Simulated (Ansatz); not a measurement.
**C₉H₁₇HfN: how energies converge with the basis set**

How large a basis does C₉H₁₇HfN need? Two functionals are run in growing sets.

Program: Ansatz 0.2.0, Gaussian basis. Level of theory: one geometry, several basis sets. These are calculated values, not measurements.

The runs, in order: PBE0-D4/def2-SVP; ωB97M-V/def2-SVP; PBE0-D4/def2-QZVPP; ωB97M-V/def2-QZVPP; the functionals' def2-TZVPP values are taken from earlier runs.

## (1) The geometry

The geometry comes from an earlier relaxation with PBE0-D4 in a triple-zeta def2 set; it is a stationary point, not always the lowest conformer. Hf takes the def2 core potential; no spin-orbit term is included.

28 atoms, charge 0, spin multiplicity 1.

Atoms are counted from 1 here; the program's logs count them from 0.

Bond lengths: C1–N2 1.441 Å, C1–H12 1.101 Å, C1–H13 1.100 Å, C1–H14 1.095 Å, N2–C3 1.440 Å, N2–Hf4 2.036 Å, C3–H15 1.100 Å, C3–H16 1.094 Å, C3–H17 1.101 Å, Hf4–C5 2.241 Å, Hf4–C6 2.240 Å, Hf4–C7 2.596 Å, Hf4–C8 2.558 Å, Hf4–C9 2.501 Å, Hf4–C10 2.500 Å, Hf4–C11 2.557 Å, C5–H18 1.099 Å, C5–H19 1.096 Å and more. Angles: N2–C1–H12 112.0°, N2–C1–H13 111.6°, N2–C1–H14 111.0°, H12–C1–H13 107.3°, H12–C1–H14 107.7°, H13–C1–H14 107.0°, C1–N2–C3 112.6°, C1–N2–Hf4 122.8°, C3–N2–Hf4 124.1°, N2–C3–H15 111.6°, N2–C3–H16 110.9°, N2–C3–H17 112.0°, H15–C3–H16 107.1°, H15–C3–H17 107.3°, H16–C3–H17 107.7°, N2–Hf4–C5 104.4°, N2–Hf4–C6 104.7°, N2–Hf4–C7 149.9° and more.

## (2) PBE0-D4 in def2-SVP

File in.yaml:

```yaml
crystal:
  periodic: [false, false, false]
  atoms:
    - {symbol: C, position_ang: [-1.289349, -0.400183, -2.419920]}
    - {symbol: N, position_ang: [-0.237206, 0.273489, -1.702642]}
    - {symbol: C, position_ang: [0.789967, 0.780988, -2.575723]}
    - {symbol: Hf, position_ang: [-0.106420, 0.263685, 0.329190]}
    - {symbol: C, position_ang: [-2.212494, 0.587583, 1.024257]}
    - {symbol: C, position_ang: [0.949211, 2.172237, 0.841657]}
    - {symbol: C, position_ang: [0.609448, -0.916257, 2.528173]}
    - {symbol: C, position_ang: [1.765371, -0.763856, 1.738246]}
    - {symbol: C, position_ang: [1.603177, -1.545369, 0.572296]}
    - {symbol: C, position_ang: [0.341425, -2.175729, 0.643974]}
    - {symbol: C, position_ang: [-0.273138, -1.782268, 1.853913]}
    - {symbol: H, position_ang: [-0.908089, -1.246692, -3.012155]}
    - {symbol: H, position_ang: [-1.806094, 0.278632, -3.114103]}
    - {symbol: H, position_ang: [-2.045749, -0.789914, -1.730973]}
    - {symbol: H, position_ang: [0.390587, 1.524511, -3.281019]}
    - {symbol: H, position_ang: [1.581775, 1.273581, -2.003037]}
    - {symbol: H, position_ang: [1.255456, -0.018681, -3.172743]}
    - {symbol: H, position_ang: [-2.592699, 1.484705, 0.515678]}
    - {symbol: H, position_ang: [-2.903134, -0.230412, 0.788649]}
    - {symbol: H, position_ang: [-2.287593, 0.766740, 2.102626]}
    - {symbol: H, position_ang: [1.996539, 2.215592, 0.520869]}
    - {symbol: H, position_ang: [0.421333, 2.988823, 0.328888]}
    - {symbol: H, position_ang: [0.935402, 2.397777, 1.913786]}
    - {symbol: H, position_ang: [0.416784, -0.423793, 3.470469]}
    - {symbol: H, position_ang: [2.621176, -0.150980, 1.977873]}
    - {symbol: H, position_ang: [2.314439, -1.641314, -0.235918]}
    - {symbol: H, position_ang: [-0.079627, -2.837307, -0.100014]}
    - {symbol: H, position_ang: [-1.250507, -2.085566, 2.197703]}
basis:
  gaussian: {orbitals: def2-SVP}
hamiltonian: {xc: pbe0, dispersion: d4}
output: {orbitals: {seedname: orbitals}}
```

Started as:

```console
$ ansatz run in.yaml --threads 11 --pin off --events-out ev --progress --plain --max-ram 110592MiB --backend cpu
```

The runs that follow: ωB97M-V in def2-SVP; PBE0-D4 in def2-QZVPP; ωB97M-V in def2-QZVPP.

Before running them: what should the planned runs give, taken together? Wanted: PBE0-D4: double and triple zeta above quadruple; ωB97M-V: double and triple zeta above quadruple.

The runs gave:

| quantity | value |
| --- | --- |
| PBE0-D4: double and triple zeta above quadruple | 13.08, 0.64 eV |
| ωB97M-V: double and triple zeta above quadruple | 13.75, 0.61 eV |

What this shows: For PBE0-D4 the step from double to triple zeta gains 12.44 eV and the next only 0.64 eV. These are total energies; as a rule much of such shifts cancels in differences, which this series doesn't test. The LUMO of ωB97M-V is positive and keeps falling with the basis (1.52 to 0.92 eV): an unbound level that the basis holds in place.
